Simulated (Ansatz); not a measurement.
# Br₂: the interaction energy of a dimer with the counterpoise correction

Computed with Ansatz's Python interface.

Notebook, run cell by cell (the value of a cell's last expression is shown):

```python
import ansatz as az
import numpy as np
```

```python
BASIS_SET = "def2-SVPD"
XC = "HF"
```

```python
FIRST = [
    ("Br", (0.0, 0.0, -1.115)),
    ("Br", (0.0, 0.0, 1.115)),
]
SECOND = [
    ("Br", (-3.2334, 0.104, -4.061)),
    ("Br", (-1.0715, -0.4111, -4.2446)),
]
```

```python
def energy(atoms, ghosts=()):
    molecule = az.Crystal.molecule()
    for symbol, xyz in atoms:
        molecule = molecule.atom(symbol, xyz)
    calc = (
        molecule.calculation()
        .basis(gaussian=BASIS_SET)
        .functional(XC)
    )
    deck = calc.input()
    if ghosts:
        deck = deck.set(az.key.basis.gaussian.ghost_atoms, [{"symbol": s, "position_ang": list(xyz)} for s, xyz in ghosts])
    return az.Session.from_dict(deck).plan().execute().report["free_energy_ev"]
```

```python
direction = np.array([-0.4599, -0.0328, -0.8874])
print("shift (A)   counterpoise-corrected interaction (kcal/mol)")
for shift in (-0.3, 0.0, 0.4, 1.0, 2.0):
    moved = [(s, tuple(np.round(np.array(xyz) + shift * direction, 4))) for s, xyz in SECOND]
    gain = energy(FIRST + moved) - energy(FIRST, moved) - energy(moved, FIRST)
    print(f"{shift:8.2f} {23.060548 * gain:14.3f}")
```

    shift (A)   counterpoise-corrected interaction (kcal/mol)
       -0.30          6.656
        0.00          2.411
        0.40          0.519
        1.00         -0.020
        2.00         -0.061

Caveats:
- The dimer is a generated trial pose of unrelaxed monomers, not a minimum, so the figure is no binding energy, and the basis set is small.
- Hartree-Fock leaves correlation out, so bond, atomisation and ionisation energies come out well too low.
- This level lacks the dispersion part of the attraction (electrostatics and induction are there), which can decide the sign where the interaction is weak.
- The spin state was assumed, and another may lie lower.
- Hardware and time: 84 s on 1 thread of Arm Neoverse V1, on a shared host, peak memory 0.65 GiB.
